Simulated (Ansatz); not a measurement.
**BH4NOSi: one species, many methods**

One table from this session's results is given with a row withheld; the runs are named, their logs left out.

Computed with Ansatz 0.2.0, Gaussian basis. Level: functionals in def2-TZVPP, the program's frozen cores in correlated methods.

The runs, in order: LDA (SPW92), PBE-D4, revPBE-D4, BLYP-D4, r2SCAN-D4, B97M-V, PBE0-D4, B3LYP-D4, r2SCANh-D4, r2SCAN0-D4, HSE06-D4, BHLYP-D4, CAM-B3LYP-D4, LC-ωPBE, ωB97X-V, ωB97M-V, B2PLYP, PBE-QIDH; CCSD(T)/def2-SVP; CCSD(T)/def2-TZVPP; MP2/def2-QZVPP; extrapolation to the limit; RPA on PBE.

## The geometry

The geometry comes from an earlier relaxation with PBE0-D4 in a triple-zeta def2 set; it is a stationary point, not always the lowest conformer.

8 atoms, charge 0, spin multiplicity 1.

Atoms are counted from 1 here; the program's logs count them from 0.

Bond lengths: N1–B2 1.384 Å, N1–H5 1.003 Å, N1–H6 1.007 Å, B2–O3 1.370 Å, B2–Si4 1.889 Å, O3–Si4 1.728 Å, Si4–H7 1.484 Å, Si4–H8 1.484 Å. Angles: B2–N1–H5 122.8°, B2–N1–H6 122.3°, H5–N1–H6 114.9°, N1–B2–O3 132.1°, N1–B2–Si4 166.3°, O3–B2–Si4 61.6°, B2–O3–Si4 74.2°, B2–Si4–O3 44.2°, B2–Si4–H7 125.1°, B2–Si4–H8 125.1°, O3–Si4–H7 113.0°, O3–Si4–H8 113.0°, H7–Si4–H8 109.6°.

The first run:

in.yaml reads:

```yaml
crystal:
  periodic: [false, false, false]
  atoms:
    - {symbol: N, position_ang: [-0.560368, 1.583653, -0.439149]}
    - {symbol: B, position_ang: [-0.094387, 0.343694, -0.038669]}
    - {symbol: O, position_ang: [0.408156, -0.107998, 1.153457]}
    - {symbol: Si, position_ang: [0.438647, -1.464844, 0.084438]}
    - {symbol: H, position_ang: [-0.903440, 1.762066, -1.364592]}
    - {symbol: H, position_ang: [-0.580019, 2.377415, 0.180507]}
    - {symbol: H, position_ang: [1.810268, -1.970094, -0.171624]}
    - {symbol: H, position_ang: [-0.426756, -2.580993, 0.539932]}
basis:
  gaussian: {orbitals: def2-TZVPP}
hamiltonian: {xc: lda}
output: {orbitals: {seedname: orbitals}}
```

Launch:

```bash
$ ansatz run in.yaml --threads 2 --pin off --events-out ev --progress --plain --max-ram 4352MiB
```

Steps of the session up to this table: LDA; PBE-D4 (GGA); revPBE-D4 (GGA); BLYP-D4 (GGA); r2SCAN-D4 (meta-GGA); B97M-V (meta-GGA); B3LYP-D4 (hybrid); r2SCANh-D4 (hybrid); r2SCAN0-D4 (hybrid); HSE06-D4 (hybrid); BHLYP-D4 (hybrid); CAM-B3LYP-D4 (range-separated); LC-ωPBE (range-separated); ωB97X-V (range-separated); ωB97M-V (range-separated); B2PLYP (double hybrid); PBE-QIDH (double hybrid).

One of the session's tables, all rows but one given; the rest of the session is left out.

It belongs to the step «Frontier levels by functional». 

```
  functional  HOMO (eV)  gap (eV)
 LDA (SPW92)          ?         ?
      PBE-D4      -5.66      4.39
   revPBE-D4      -5.61      4.42
     BLYP-D4      -5.54      4.38
   r2SCAN-D4      -5.86      4.91
      B97M-V      -5.92      4.83
     PBE0-D4      -6.82      6.39
    B3LYP-D4      -6.63      5.97
  r2SCANh-D4      -6.30      5.63
  r2SCAN0-D4      -6.96      6.71
    HSE06-D4      -6.42      5.61
    BHLYP-D4      -7.91      8.32
CAM-B3LYP-D4      -8.17      8.71
     LC-ωPBE      -9.48     11.19
     ωB97X-V      -9.14     10.72
     ωB97M-V      -8.97     10.27
```

Q: Estimate the row for LDA (SPW92) from the others.

The run gave: HOMO (eV): -5.80; gap (eV): 4.33. In the column «HOMO (eV)» it lies between r2SCAN-D4 (-5.86) and PBE-D4 (-5.66).
